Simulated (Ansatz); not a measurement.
# CH6N2Si2: how energies converge with the basis set

The task here is to estimate one member of a computed series from the others.

Method: one geometry, several basis sets; program: Ansatz 0.2.0, Gaussian basis.

Levels to be run: PBE0-D4/def2-SVP; ωB97M-V/def2-SVP; PBE0-D4/def2-QZVPP; ωB97M-V/def2-QZVPP; the functionals' def2-TZVPP values are taken from earlier runs.

## The geometry

An earlier PBE0-D4 in a triple-zeta def2 set relaxation fixed the geometry.

SMILES `N#C[SiH2]N[SiH3]`, 11 atoms, charge 0, spin multiplicity 1.

Atoms are counted from 1 here; the program's logs count them from 0.

Bond lengths: N1–C2 1.152 Å, C2–Si3 1.862 Å, Si3–N4 1.707 Å, Si3–H6 1.479 Å, Si3–H7 1.477 Å, N4–Si5 1.736 Å, N4–H8 1.011 Å, Si5–H9 1.486 Å, Si5–H10 1.483 Å, Si5–H11 1.486 Å. Angles: N1–C2–Si3 178.9°, C2–Si3–N4 111.9°, C2–Si3–H6 105.1°, C2–Si3–H7 105.7°, N4–Si3–H6 111.2°, N4–Si3–H7 110.0°, H6–Si3–H7 112.7°, Si3–N4–Si5 127.8°, Si3–N4–H8 115.5°, Si5–N4–H8 116.0°, N4–Si5–H9 112.1°, N4–Si5–H10 106.3°, N4–Si5–H11 110.3°, H9–Si5–H10 109.7°, H9–Si5–H11 108.2°, H10–Si5–H11 110.3°.

The first run:

The input, in.yaml:

```yaml
crystal:
  periodic: [false, false, false]
  atoms:
    - {symbol: N, position_ang: [-2.919448, 1.602790, 0.734350]}
    - {symbol: C, position_ang: [-1.867364, 1.473760, 0.282498]}
    - {symbol: Si, position_ang: [-0.174572, 1.231279, -0.454554]}
    - {symbol: N, position_ang: [0.197809, -0.421231, -0.667426]}
    - {symbol: Si, position_ang: [0.946606, -1.498478, 0.469512]}
    - {symbol: H, position_ang: [-0.214826, 1.941536, -1.751701]}
    - {symbol: H, position_ang: [0.770302, 1.843454, 0.501702]}
    - {symbol: H, position_ang: [-0.183474, -0.849974, -1.499992]}
    - {symbol: H, position_ang: [-0.015650, -2.490040, 1.016908]}
    - {symbol: H, position_ang: [1.467623, -0.648977, 1.568292]}
    - {symbol: H, position_ang: [2.058395, -2.241019, -0.178985]}
basis:
  gaussian: {orbitals: def2-SVP}
hamiltonian: {xc: pbe0, dispersion: d4}
output: {orbitals: {seedname: orbitals}}
```

Started as:

```bash
ansatz run in.yaml --threads 4 --pin off --events-out ev --progress --plain --max-ram 10444MiB
```

Among the steps run: PBE0-D4 in def2-SVP; ωB97M-V in def2-SVP; PBE0-D4 in def2-QZVPP; ωB97M-V in def2-QZVPP.

One of the session's tables, all rows but one given; the rest of the session is left out.

It belongs to the step «Functionals by basis». 

```
functional       basis  HOMO (eV)
   PBE0-D4    def2-SVP      -8.15
   PBE0-D4  def2-TZVPP          ?
   PBE0-D4  def2-QZVPP      -8.31
   ωB97M-V    def2-SVP     -10.42
   ωB97M-V  def2-TZVPP     -10.60
   ωB97M-V  def2-QZVPP     -10.61
```

Estimate the missing values for PBE0-D4, def2-TZVPP.

**Answer.** HOMO (eV): -8.29. In the column «HOMO (eV)» it lies between PBE0-D4, def2-QZVPP (-8.31) and PBE0-D4, def2-SVP (-8.15).
